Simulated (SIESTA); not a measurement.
The system is SnAu (Yuanjiangite).

```xyz
4
Lattice="4.3140 0.0000 0.0000 -2.1570 3.7360 0.0000 0.0000 0.0000 5.5120" Properties=species:S:1:pos:R:3 pbc="T T T"
Au    0.0000    0.0000    2.7560
Au    0.0000    0.0000    0.0000
Sn    2.1570    1.2453    4.1340
Sn    0.0000    2.4907    1.3780
```

| Property | Result |
| --- | --- |
| Program | SIESTA 5.4.2 |
| Task | single point |
| Functional | PBEsol |
| Potentials or basis | PseudoDojo 0.4 standard (PBEsol files) |
| Basis | DZP (energy shift 0.003 Ry; two zetas on semicore shells) |
| Grid cutoff | 800 Ry |
| Energy shift | 0.003 Ry |
| k mesh | 7 × 7 × 5 |
| Occupations | fermi-dirac, width 0.05 eV |
| Spin | no spin polarisation |

On this cell: pressure 2.9 GPa; largest force under 0.003 eV/Å; band gap on the k mesh none (metal or under the smearing width).

The same run follows on a disturbed copy (atoms moved at random, drawn with an rms of 0.05 Å):

```
CELL_PARAMETERS angstrom
4.31400 0.00000 0.00000
-2.15700 3.73603 0.00000
0.00000 0.00000 5.51200
ATOMIC_POSITIONS crystal
Au 0.99946 0.00419 0.50192
Au 0.00633 0.00263 0.99302
Sn 0.65308 0.32338 0.74895
Sn 0.33270 0.66819 0.25574
```

Question: What changes?

Answer: The energy (extrapolated to zero smearing) moves by +9.0 meV/atom; pressure 3.2 GPa; largest force 0.760 eV/Å; band gap on the k mesh none (metal or under the smearing width).

Forces in eV/Å, atoms in the order of the input:
```
Au  -0.136 -0.187 -0.547
Au  -0.235 -0.184  0.699
Sn   0.330  0.341  0.051
Sn   0.042  0.029 -0.204
```

Stress tensor (GPa, compression positive):
```
 3.43  0.51 -0.04
 0.51  2.23 -0.05
-0.04 -0.05  3.91
```

Caveats: short orbitals over semicore shells can move pressures by several GPa; the basis of atomic orbitals isn't converged, which shifts pressures, moduli and gaps.
